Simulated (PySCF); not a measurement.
# Cl2Tl (Tl(Cl)2-): the cost of one run

Computed with PySCF 2.14.0. Level: several levels, as the steps say, no spin–orbit coupling.

3 further runs of the same task are left out: 2 for a known fault of the program, 1 that didn't finish. Runs told in other sessions of the task aren't counted.

## 1. Starting geometry

3 atoms, charge -1, spin multiplicity 1.

Bond lengths: Tl1–Cl2 2.684 Å, Tl1–Cl3 2.684 Å. Angles: Cl2–Tl1–Cl3 104.4°.

As a file:

```xyz
3
Cl2Tl
Tl   -0.8502    0.4425    0.0000
Cl    0.6091   -0.3170    2.1207
Cl    0.6091   -0.3170   -2.1207
```

Formal oxidation states: Tl +1. An earlier session relaxed this geometry at BP86, Tl def2-SVP with ECP60, Cl def2-SVP (singlet, point group C2v).

At BP86 on the finer grid: E = -1093.045185 Eh, HOMO -0.75 eV, LUMO 2.42 eV, Mulliken charge on Tl1 +0.04 e, largest force component 0.006 eV/Å. 

Levels to run: r2SCAN; M06-L; BLYP; PBE0; BP86, TZVP; BP86, x2c-SVP. Hardware: 2 threads of Intel Xeon 6975P-C (Granite Rapids), shared host.

## 2. r2SCAN

run.py (the lines that set the calculation) reads:

```python
mol = gto.M(atom='''
Tl    -0.85024     0.44246     0.00000
Cl     0.60906    -0.31695     2.12071
Cl     0.60906    -0.31695    -2.12071''',
    basis={'Tl': 'def2-SVP', 'Cl': 'def2-SVP'},
    ecp={'Tl': 'def2-SVP'},
    charge=-1, spin=0)
mf = dft.RKS(mol, xc='R2SCAN')
mf.grids.atom_grid = (75, 302)
mf = mf.density_fit()  # fitting sets: Tl def2-universal-JKFIT, Cl def2-universal-JKFIT
mf.conv_tol = 1e-08; mf.max_cycle = 55
mf.kernel(dm0)  # dm0: the density of the relaxed state
```

Run with:

```console
OMP_NUM_THREADS=2 python run.py
```

**Question.** How long does this run take on 2 threads of Intel Xeon 6975P-C (Granite Rapids), shared host?

About 1.4 s.
